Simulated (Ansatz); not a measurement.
**C₂H₄FNOSi: up Jacob's ladder to CCSD(T)**

The task here is to estimate one member of a computed series from the others.

The runs use Ansatz 0.2.0, Gaussian basis; functionals in def2-TZVPP, the program's frozen cores in correlated methods.

Levels to be run: LDA (SPW92), PBE-D4, revPBE-D4, BLYP-D4, r2SCAN-D4, B97M-V, PBE0-D4, B3LYP-D4, r2SCANh-D4, r2SCAN0-D4, HSE06-D4, BHLYP-D4, CAM-B3LYP-D4, LC-ωPBE, ωB97X-V, ωB97M-V, B2PLYP, PBE-QIDH; CCSD(T)/def2-SVP; CCSD(T)/def2-TZVPP; MP2/def2-QZVPP; extrapolation to the limit; RPA on PBE.

**The relaxed structure**

The geometry comes from an earlier relaxation with PBE0-D4 in a triple-zeta def2 set; it is a stationary point, not always the lowest conformer.

SMILES `C[SiH](F)N=C=O`, 10 atoms, charge 0, spin multiplicity 1.

Atoms are counted from 1 here; the program's logs count them from 0.

Bond lengths: C1–Si2 1.842 Å, C1–H7 1.092 Å, C1–H8 1.092 Å, C1–H9 1.093 Å, Si2–F3 1.595 Å, Si2–N4 1.704 Å, Si2–H10 1.478 Å, N4–C5 1.195 Å, C5–O6 1.163 Å. Angles: Si2–C1–H7 110.7°, Si2–C1–H8 110.7°, Si2–C1–H9 110.4°, H7–C1–H8 108.4°, H7–C1–H9 108.3°, H8–C1–H9 108.3°, C1–Si2–F3 109.5°, C1–Si2–N4 109.7°, C1–Si2–H10 113.8°, F3–Si2–N4 107.8°, F3–Si2–H10 107.2°, N4–Si2–H10 108.6°, Si2–N4–C5 160.7°, N4–C5–O6 177.8°.

Set-up of the first run:

Input file in.yaml:

```yaml
crystal:
  periodic: [false, false, false]
  atoms:
    - {symbol: C, position_ang: [-1.318885, -0.731817, 0.573031]}
    - {symbol: Si, position_ang: [0.243811, -0.552451, -0.384718]}
    - {symbol: F, position_ang: [1.343458, -1.551493, 0.196766]}
    - {symbol: N, position_ang: [0.842086, 1.034635, -0.218578]}
    - {symbol: C, position_ang: [1.568176, 1.980182, -0.298089]}
    - {symbol: O, position_ang: [2.243888, 2.924777, -0.355043]}
    - {symbol: H, position_ang: [-1.152048, -0.507511, 1.629027]}
    - {symbol: H, position_ang: [-1.705932, -1.750287, 0.493077]}
    - {symbol: H, position_ang: [-2.079046, -0.045078, 0.192743]}
    - {symbol: H, position_ang: [0.097694, -0.852058, -1.825117]}
basis:
  gaussian: {orbitals: def2-TZVPP}
hamiltonian: {xc: lda}
output: {orbitals: {seedname: orbitals}}
```

Steps of the session up to this table: LDA; PBE-D4 (GGA); revPBE-D4 (GGA); BLYP-D4 (GGA); r2SCAN-D4 (meta-GGA); B97M-V (meta-GGA); PBE0-D4 (hybrid); B3LYP-D4 (hybrid); r2SCANh-D4 (hybrid); r2SCAN0-D4 (hybrid); HSE06-D4 (hybrid); BHLYP-D4 (hybrid); CAM-B3LYP-D4 (range-separated); LC-ωPBE-D4 (range-separated; the results give it without D4); ωB97X-V (range-separated); ωB97M-V (range-separated); B2PLYP (double hybrid); PBE-QIDH (double hybrid).

One table of the session follows, with a row left open; its other results are not shown here.

It belongs to the step «Orbital energies across the functionals». 

| functional | HOMO (eV) | gap (eV) |
| --- | --- | --- |
| LDA (SPW92) | -7.52 | 6.44 |
| PBE-D4 | -7.35 | 6.58 |
| revPBE-D4 | -7.29 | 6.64 |
| BLYP-D4 | -7.25 | 6.60 |
| r2SCAN-D4 | -7.68 | 7.27 |
| B97M-V | -7.72 | 7.34 |
| PBE0-D4 | -8.74 | 8.94 |
| B3LYP-D4 | -8.52 | 8.48 |
| r2SCANh-D4 | -8.19 | 8.12 |
| r2SCAN0-D4 | -8.96 | 9.39 |
| HSE06-D4 | -8.34 | 8.16 |
| BHLYP-D4 | -10.05 | 11.26 |
| CAM-B3LYP-D4 | -10.12 | 11.37 |
| LC-ωPBE | -11.43 | 13.88 |
| ωB97X-V | ? | ? |
| ωB97M-V | -10.96 | 13.08 |

Estimate the missing values for ωB97X-V.

The run gave: HOMO (eV): -11.08; gap (eV): 13.44. In the column «HOMO (eV)» it lies between LC-ωPBE (-11.43) and ωB97M-V (-10.96).
